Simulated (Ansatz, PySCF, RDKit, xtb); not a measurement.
# SnH3O+: a search for the lowest isomer

Only the formula SnH3O+ is given (charge +1). Aim: find the structure of lowest free energy at 298.15 K, then its properties.

Plan: many cheap relaxations first (GFN2-xTB), then density-functional screening, relaxation at r2SCAN-D4/def2-SVP, vibrations and a final energy. The numbers are computed, not measured.

6 further runs of the same task are left out: 6 set aside as unsound or not needed.

## Step 1: Possible bonding patterns

All bonding patterns within simple valence rules are listed by program: one Lewis structure each, at most two rings and one unusual centre or charged pair. O–O, O–halogen and N–halogen bonds and N–N–N chains are not drawn. That gives 3 candidates.

```
label       SMILES     spin
 c236  [OH2+][SnH]  singlet
 c458  [OH][SnH2+]  singlet
 c486  [OH2+][SnH]  triplet
```

Candidates are built by distance geometry, with a force field where one applies, in up to four conformers (letters a to d). 10 starts with atoms placed at random are added, to find patterns that the rules miss.

Q: Predict the outcome of this search (final energies at CCSD(T)/def2-TZVPP).

| quantity | value |
| --- | --- |
| lowest structure found | [OH2+][SnH], singlet, Cs |
| next finalist | [OH][SnH2+], singlet, 29.0 kcal/mol higher in G |
| share at equilibrium, among the finalists | 100.0 % |
| harmonic wavenumbers, lowest and highest (r2SCAN-D4/def2-SVP) | 351 and 3829 cm⁻¹ |
| rotational constants, same geometry | 3.888, 0.1979, 0.1883 cm⁻¹ |
| HOMO energy (PBE0/def2-TZVPD) | -12.67 eV |
| LUMO energy (PBE0/def2-TZVPD) | -8.11 eV |
| HOMO–LUMO gap (PBE0/def2-TZVPD) | 4.56 eV |
| lowest excitation (TD-CAM-B3LYP/def2-SVPD) | 3.13 eV (f = 0.014) |
| strongest of the states computed, same level | 8.54 eV (f = 0.570) |
| lowest triplet excitation, same level, Tamm-Dancoff | 2.20 eV |
| vertical ionisation energy | 15.12 eV |
| vertical recombination energy (electron added) | 6.08 eV |
| vertical triplet less singlet | +2.33 eV |

`[OH2+][SnH]` comes out lowest. Among the finalists first place is clear (29.0 kcal/mol); structures outside the list aren't covered. GFN2-xTB, HF/STO-3G, r2SCAN-D4/def2-SVP, r2SCAN-D4/def2-SVP, relaxed, HF/def2-TZVPP and MP2/def2-TZVPP already put its bonding pattern lowest among the structures in one piece. Spin-orbit coupling, which matters for elements this heavy, is left out. Lowest found is not proven lowest: the search is finite, and each finalist counts with one conformer.
